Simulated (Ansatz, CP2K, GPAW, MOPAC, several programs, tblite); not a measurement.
# BeSiSb2 from cheap methods to r2SCAN

How much accuracy does each second buy? BeSiSb2 is computed with 10 methods, from the cheapest up to r2SCAN.

Method: no spin polarisation, static lattice; gaps from single points on the cell relaxed beforehand with r²SCAN, in MOPAC, tblite, CP2K, GPAW, Ansatz (versions at each run).

8 further runs of the same task are left out: 3 that didn't finish, 5 set aside as unsound or not needed.

### 1 Starting point

The structure is tetragonal, space group P-4m2 (No. 115). The conventional cell has a = 4.122 Å, b = 4.122 Å, c = 5.779 Å, α = 90.00°, β = 90.00°, γ = 90.00°. Around Be (site symmetry -4m2) lie 4 Sb at 2.44 Å. Sb (site symmetry 2mm) has 2 Be at 2.44 Å and 2 Si at 2.60 Å as nearest neighbours. Si (site symmetry -4m2) is surrounded by 4 Sb at 2.60 Å.

Structure file:

```
Be Sb Si
1.0
     4.12185    0.00000    0.00000
     0.00000    4.12185    0.00000
     0.00000    0.00000    5.77921
Be Sb Si
1 2 1
Cartesian
  0.0000 0.0000 0.0000
  0.0000 2.0609 1.3073
  2.0609 0.0000 4.4719
  2.0609 2.0609 2.8896
```

The structure type (II-IV-V2 ordering on zincblende lattice) is imposed and need not be the compound's stable one.

**Question.** The methods are PM6, PM7, GFN1-xTB (tblite), GFN2-xTB (tblite), PBE/DZVP, PBE/single-zeta, PBE/SZV, coarse PBE, PBE, r2SCAN. What gap does r2SCAN give on this cell, and which other methods (full PBE left aside) come nearest to r2SCAN and farthest in gap?

| quantity | value |
| --- | --- |
| r2SCAN | gap 0.07 eV, 24.55 Å³/atom, B₀ 64 GPa |
| gap: nearest and farthest of the other methods | PBE/DZVP, PBE/single-zeta, coarse PBE (about 0.07 eV off); GFN2-xTB (tblite) (+1.05 eV) |

**Reading.** For the gap (full PBE left aside), PBE/DZVP, PBE/single-zeta, coarse PBE tie for nearest to r2SCAN, all without the gap that it finds; GFN2-xTB (tblite) is farthest. A minimal basis or a coarse cutoff and mesh shifts results by its own error, so closeness to r2SCAN can be chance. Cluster runs see only the k-points that fold onto the zone centre, so their gaps can miss the band edges. PM7, PM6 ended in an unphysical state and are left out of the comparison. No volume is given for GFN2-xTB (tblite), PBE/DZVP, PBE/single-zeta, PBE/SZV, coarse PBE, which can hide a larger miss. The crystal is layered or molecular; volumes and moduli at fixed shape hide how each method binds the layers. Overlaps count as a gap of zero in the misses; they are PBE/DZVP -0.05, PBE/single-zeta -0.16, coarse PBE -0.04, PBE -0.09 eV. CPU times run from 1.4 s (coarse PBE) to 21 s (r2SCAN). PBE/single-zeta, PBE disagree with r2SCAN even on whether there is a gap. Semilocal functionals can close a small real gap, so r2SCAN's «no gap» may be its own error. r2SCAN is a yardstick, not the truth. Spin-orbit coupling is left out throughout, and with elements this heavy it can close so small a gap.
